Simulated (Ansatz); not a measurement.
**One shape, several levels: triplet GeH2ClF**

We compute a comparison of 5 runs (UHF/3-21G, UHF/aug-cc-pVDZ, UCAM-B3LYP/aug-cc-pVDZ, UPBE0/aug-cc-pVDZ, UCCSD(T)/aug-cc-pVDZ) of triplet GeH2ClF. 

Program for the calculation: Ansatz 0.2.0.

47 further runs of the same task are left out: 2 that didn't finish, 45 set aside as unsound or not needed.

## (1) The structure to begin with

The species is GeH2ClF (5 atoms), meant as a triplet with charge 0. As SMILES of the parent species, `[F][GeH2][Cl]`. The coordinates come from a PBE0-D4/def2-TZVP relaxation. That shape belongs to the parent species and isn't relaxed for this state.

Bond lengths: F1–Ge2 1.730 Å, Ge2–Cl3 2.133 Å, Ge2–H4 1.528 Å, Ge2–H5 1.528 Å. Angles: F1–Ge2–Cl3 106.4°, F1–Ge2–H4 107.1°, F1–Ge2–H5 107.1°, Cl3–Ge2–H4 109.1°, Cl3–Ge2–H5 109.1°, H4–Ge2–H5 117.4°.

## (2) A single-point energy at UHF/3-21G (run 1)

The input, run.yaml:

```yaml
crystal:
  periodic: [false, false, false]
  atoms:
    - {symbol: F, position_ang: [-0.242000, -0.508000, 1.588600]}
    - {symbol: Ge, position_ang: [0.139900, -0.089200, -0.045500]}
    - {symbol: Cl, position_ang: [-1.390300, 1.244900, -0.698900]}
    - {symbol: H, position_ang: [0.067600, -1.375500, -0.867400]}
    - {symbol: H, position_ang: [1.474700, 0.654200, -0.018300]}
basis:
  gaussian: {orbitals: 3-21G-spherical.json}
accuracy: high
magnetization: {spin_polarized: true, initial_magnetization: 2}
hamiltonian: {xc: hf}
output: {orbitals: {seedname: orbitals}}
```

The basis set 3-21G is read from a file made from the Basis Set Exchange's data (not shown).

On the command line:

```bash
ansatz run run.yaml --threads 1 --pin off --max-ram 3480MiB --events-out events.jsonl --progress --plain --runs-dir runs
```

Log:

```text
Warning: RAYON_NUM_THREADS=1 ignored (pool sized by the plan → 1); use --threads N
Functional definition: HF
  name "HF"
  exchange = exact_x
  correlation = 0
882 factors; integrals over basis functions are off by at most 4.6e-9 eV
mean field evaluation 1: about -71358.0566 eV, gradient 2.1e1 eV
mean field evaluation 2: about -71358.0823 eV, gradient 2.1e1 eV
mean field evaluation 4: about -71360.5576 eV, gradient 2.9e0 eV
mean field evaluation 8: about -71361.8889 eV, gradient 8.0e-1 eV
mean field evaluation 16: about -71361.9428 eV, gradient 5.8e-5 eV
mean field evaluation 32: about -71361.8948 eV, gradient 1.4e-1 eV
mean field evaluation 64: about -71361.5041 eV, gradient 1.2e0 eV
mean field evaluation 96: about -71360.7543 eV, gradient 4.0e-1 eV
mean field evaluation 128: about -71360.5169 eV, gradient 1.4e0 eV
mean field evaluation 160: about -71360.7138 eV, gradient 1.2e0 eV
mean field evaluation 192: about -71361.7913 eV, gradient 2.5e-1 eV
mean field evaluation 224: about -71359.9395 eV, gradient 2.4e0 eV
mean field evaluation 256: about -71360.1772 eV, gradient 5.5e0 eV
mean field evaluation 288: about -71360.4531 eV, gradient 1.3e0 eV
mean field evaluation 320: about -71361.8022 eV, gradient 2.3e-3 eV
mean field evaluation 352: about -71361.9428 eV, gradient 2.6e-6 eV
mean field -71361.94276430 eV, -2622.5030257259 hartree, gradient 1.1e-8 eV, S^2 2.004897; 3 other end points of the search recorded, 0 dependent functions left out
reference -71361.94276430 eV, -2622.5030257259 hartree; 31, 29 occupied and 17, 19 virtual orbitals, 882 factors
Total energy: -71361.94276430 eV, -2622.5030257259 hartree
```

Run time: 6.3 s. Hardware: 1 thread of Arm Neoverse V1, shared host; peak memory 0.14 GiB.

## (3) The energy at UHF/aug-cc-pVDZ (run 2)

The input, input.yaml:

```yaml
crystal:
  periodic: [false, false, false]
  atoms:
    - {symbol: F, position_ang: [-0.242000, -0.508000, 1.588600]}
    - {symbol: Ge, position_ang: [0.139900, -0.089200, -0.045500]}
    - {symbol: Cl, position_ang: [-1.390300, 1.244900, -0.698900]}
    - {symbol: H, position_ang: [0.067600, -1.375500, -0.867400]}
    - {symbol: H, position_ang: [1.474700, 0.654200, -0.018300]}
basis:
  gaussian:
    orbitals: aug-cc-pVDZ
magnetization:
  spin_polarized: true
  initial_magnetization: 2
hamiltonian:
  xc: hf
accuracy: high
output: {orbitals: {seedname: orbitals}}
```

On the command line:

```bash
ansatz run input.yaml --threads 1 --pin off --max-ram 3480MiB --events-out events.jsonl --progress --plain --runs-dir runs
```

Log, cut to the lines that bear on the results:

```text
Warning: RAYON_NUM_THREADS=1 ignored (pool sized by the plan → 1); use --threads N
[... 2 set-up lines as earlier in the session ...]
[...]
2113 factors; integrals over basis functions are off by at most 4.4e-9 eV
[...]
mean field -71709.38825244 eV, -2635.2714119080 hartree, gradient 2.0e-8 eV, S^2 2.013630; 6 other end points of the search recorded, 0 dependent functions left out
reference -71709.38825244 eV, -2635.2714119080 hartree; 31, 29 occupied and 73, 75 virtual orbitals, 2113 factors
Total energy: -71709.38825244 eV, -2635.2714119080 hartree
```

Run time: 59 s. Hardware: 1 thread of Arm Neoverse V1, shared host; peak memory 0.57 GiB.

Run 3 isn't shown in full; the table further down has it.

## (4) A single-point energy at UPBE0/aug-cc-pVDZ (run 4)

input.yaml, as its differences from that of step 3:

```diff
@@ -11,2 +11,6 @@
     orbitals: aug-cc-pVDZ
+hamiltonian:
+  xc: pbe0
+output: {orbitals: {seedname: orbitals}}
+accuracy: high
 magnetization:
@@ -14,5 +18,2 @@
   initial_magnetization: 2
-hamiltonian:
-  xc: hf
-accuracy: high
-output: {orbitals: {seedname: orbitals}}
+total_charge: 0
```

On the command line:

```bash
ansatz run input.yaml --threads 1 --pin off --max-ram 3480MiB --events-out events.jsonl --progress --plain --runs-dir runs
```

Log:

```text
Warning: RAYON_NUM_THREADS=1 ignored (pool sized by the plan → 1); use --threads N
Functional definition: PBE0
  name "PBE0"
  parameter a = 0.25
  parameter kappa = 0.804
  parameter beta = 0.06672455060314922
  exchange = (1 - a)*pbe_x(kappa = kappa, mu = beta*pi^2/3) + a*exact_x
  correlation = pbe_c(beta = beta)
2113 factors; integrals over basis functions are off by at most 4.4e-9 eV
mean field evaluation 1: about -71767.9357 eV, gradient 2.8e1 eV
mean field evaluation 2: about -71737.7930 eV, gradient 8.9e1 eV
mean field evaluation 4: about -71770.8039 eV, gradient 7.7e0 eV
mean field evaluation 8: about -71771.3962 eV, gradient 4.3e-1 eV
mean field evaluation 16: about -71771.4275 eV, gradient 2.4e-2 eV
mean field evaluation 32: about -71771.4275 eV, gradient 7.6e-6 eV
mean field evaluation 64: about -71771.4130 eV, gradient 1.4e0 eV
mean field -71771.42751674 eV, -2637.5513128192 hartree, gradient 4.4e-8 eV, S^2 2.008331; 6 other end points of the search recorded, 0 dependent functions left out
reference -71771.42752035 eV, -2637.5513129518 hartree; 31, 29 occupied and 73, 75 virtual orbitals, 2113 factors
Total energy: -71771.42752035 eV, -2637.5513129518 hartree
```

Run time: 51 s. Hardware: 1 thread of Arm Neoverse V1, shared host; peak memory 0.55 GiB.

## (5) A single-point energy at UCCSD(T)/aug-cc-pVDZ (run 5)

The input, job.yaml:

```yaml
crystal:
  periodic: [false, false, false]
  atoms:
    - {symbol: F, position_ang: [-0.242000, -0.508000, 1.588600]}
    - {symbol: Ge, position_ang: [0.139900, -0.089200, -0.045500]}
    - {symbol: Cl, position_ang: [-1.390300, 1.244900, -0.698900]}
    - {symbol: H, position_ang: [0.067600, -1.375500, -0.867400]}
    - {symbol: H, position_ang: [1.474700, 0.654200, -0.018300]}
basis:
  gaussian:
    orbitals: aug-cc-pVDZ
magnetization:
  spin_polarized: true
  initial_magnetization: 2
scf:
  omitted_lower_state_checks: [cluster_reference, increment]
correlation:
  method: ccsd_t
  frozen_orbitals: {Cl: 5, F: 1, Ge: 9, H: 0}
accuracy: high
```

On the command line:

```bash
ansatz run job.yaml --threads 1 --pin off --max-ram 3480MiB --events-out events.jsonl --progress --plain --runs-dir runs
```

Log:

```text
Warning: RAYON_NUM_THREADS=1 ignored (pool sized by the plan → 1); use --threads N
[... 17 lines left out ...]
15 core orbitals not correlated: weight in the atoms' cores, before any rotation towards them, 1.000 or more for the frozen orbitals, at most 0.000 for the correlated occupied ones
[... 52 lines left out ...]
Total energy: -71723.42690632 eV, -2635.7873229225 hartree
Checks for a lower state left out: cluster_reference, increment
```

Run time: 5.8 min. Hardware: 1 thread of Arm Neoverse V1, shared host; peak memory 1.5 GiB.

## (6) Overview of the runs

```csv
run,level,frozen core orbitals,energy (Eh),HOMO energy (eV),⟨S²⟩,wall time
1,UHF/3-21G,–,-2622.503026,-4.31,2.005,6.3 s
2,UHF/aug-cc-pVDZ,–,-2635.271412,-4.44,2.014,59 s
3,UCAM-B3LYP/aug-cc-pVDZ,–,-2638.164407,-3.92,2.011,60 s
4,UPBE0/aug-cc-pVDZ,–,-2637.551313,-2.91,2.008,51 s
5,UCCSD(T)/aug-cc-pVDZ,15,-2635.787323,–,2.014,5.8 min
```

## (7) Summary of results

| quantity | value |
| --- | --- |
| run 5: total energy | -2635.78732 Eh |
| run 5: correlation energy (15 core orbitals frozen) | -515.9 mEh |
| run 5: (T) correction | -15.46 mEh |
| run 5: ⟨S²⟩ of the reference determinant | 2.014 |
| run 5: T1 diagnostic | 0.033 |

In words: Totals of different functionals can't be ranked against each other. All runs together took 8.7 min, the longest 5.8 min.
